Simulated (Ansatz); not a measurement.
**BGeHCl (quartet): from Hartree-Fock to the top rungs at distance B2–Ge3 = 6.812 Å, cc-pVDZ**

The task here is to estimate one member of a computed series from the others.

Program: Ansatz 0.2.0, Gaussian basis. Level of theory: cc-pVDZ, core rule «outside noble gas», up to 20 orbitals frozen. These are calculated values, not measurements.

To be run: UHF; CCSD(T) on ROHF; CCSD(T) on UHF; BCCD(T) on ROHF; CISD; CCSDT(Q) on ROHF; CCSDT(Q) on UHF; CASSCF and MRCISD+Q, 5 electrons in 5 orbitals; CASSCF and NEVPT2, 5 electrons in 5 orbitals.

23 further runs of the same task are left out: 1 for a mislabelled method, 18 that didn't finish, 4 set aside as unsound or not needed.

### The system

The geometry derives from a PBE0/def2-TZVP stationary point (not a proven minimum). One bond is set to the value named and the two fragments are kept rigid. No spin-orbit coupling is included. The filled d shell of Ge may be among the frozen orbitals whatever the setting's name suggests; the logs give the count.

4 atoms, charge 0, spin multiplicity 4.

Atoms are counted from 1 here; the program's logs count them from 0.

Bond lengths: Cl1–B2 1.724 Å, Ge3–H4 1.547 Å.

The first run:

in.yaml

```yaml
crystal:
  periodic: [false, false, false]
  atoms:
    - {symbol: Cl, position_ang: [0.000000, 0.605243, 4.506338]}
    - {symbol: B, position_ang: [0.000000, 1.498639, 3.031456]}
    - {symbol: Ge, position_ang: [0.000000, -1.453317, -3.107705]}
    - {symbol: H, position_ang: [0.000000, -0.650564, -4.430089]}
basis:
  gaussian: {orbitals: cc-pVDZ}
magnetization: {spin_polarized: true, initial_magnetization: 3}
hamiltonian: {xc: hf}
output: {orbitals: {seedname: orbitals}}
```

The run is started by

```bash
ansatz run in.yaml --threads 1 --pin off --events-out ev --progress --plain --max-ram 2393MiB
```

Among the steps run: UHF; CCSD(T) on ROHF; CCSD(T) on UHF; BCCD(T) on ROHF; CISD; CCSDT(Q) on ROHF; CCSDT(Q) on UHF; CASSCF and MRCISD+Q, 5 electrons in 5 orbitals; CASSCF and NEVPT2, 5 electrons in 5 orbitals.

One table of the session follows, with a row left open; its other results are not shown here.

```
       method  from RCCSDT(Q) (kcal/mol)
         ROHF                    +187.98
          UHF                    +186.13
         RMP2                     +34.24
         UMP2                          ?
         CISD                     +26.00
        RCCSD                      +6.28
        UCCSD                      +5.86
     RCCSD(T)                      +1.05
     UCCSD(T)                      +0.63
      BCCD(T)                      +0.98
       RCCSDT                      +0.30
       UCCSDT                      -0.16
    RCCSDT(Q)                          0
    UCCSDT(Q)                      -0.53
  CASSCF pair                    +175.49
  NEVPT2 pair                     +34.51
  MRCISD pair                     +23.06
MRCISD+Q pair                      +3.83
```

Q: Estimate the row for UMP2 from the others.

The run gave: from RCCSDT(Q) (kcal/mol): +36.46. In the column «from RCCSDT(Q) (kcal/mol)» it lies between NEVPT2 pair (+34.51) and CASSCF pair (+175.49).

Limits of these values: Restricted and unrestricted rows rest on different reference determinants; where their highest levels disagree by more than a few hundredths of an eV, they describe different states and don't form one ladder.
